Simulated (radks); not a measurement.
# H in 1s1: an all-electron calculation

Wanted: eigenvalues, radial structure and energy terms of neutral hydrogen.

Method: Dirac Kohn-Sham, PBE, spin-unpolarised, spherical densities, finite nucleus. Code: radks (a radial shooting solver on a logarithmic mesh, Libxc functionals) version 1.

### Step 1. What is computed

* element: hydrogen (Z = 1)
* charge: 0
* electrons: 1
* configuration: 1s1
* nuclear rms radius: 0.8783 fm

Outer shells as boxes (Hund's rule):

H
```
1s [↑ ]
```

### Step 2. The run

The run's settings:

```text
Z 1
configuration 1s1
relativity Dirac
functional pbe,pbe
spin unpolarised
j_filling energy
nucleus finite rms 0.8783 fm
c 137.035999084
```

Q: Predict the outcome of this run.

The runs gave:

| quantity | value |
| --- | --- |
| total energy | -0.45893 hartree |
| exchange-correlation share of it | 54.77 % |
| −T/E | 0.9746 |
| highest occupied level | 1s1/2, -6.493 eV |
| most extended occupied level | 1s1/2, <r> = 1.64 bohr |
| radius at density 0.001 e/bohr³ | 2.99 bohr |
| maxima of the radial density | 1 |
| ionisation energy, NIST | 13.598 (theory) eV |

1 principal shells are occupied and 1 maxima appear in the radial density. Minus the highest eigenvalue, 6.493 eV, is 48 % of the tabulated ionisation energy (13.598 eV); the potential of a semilocal functional falls off too fast, so its top eigenvalue is too shallow. Spin polarisation and multiplet splitting are left out.
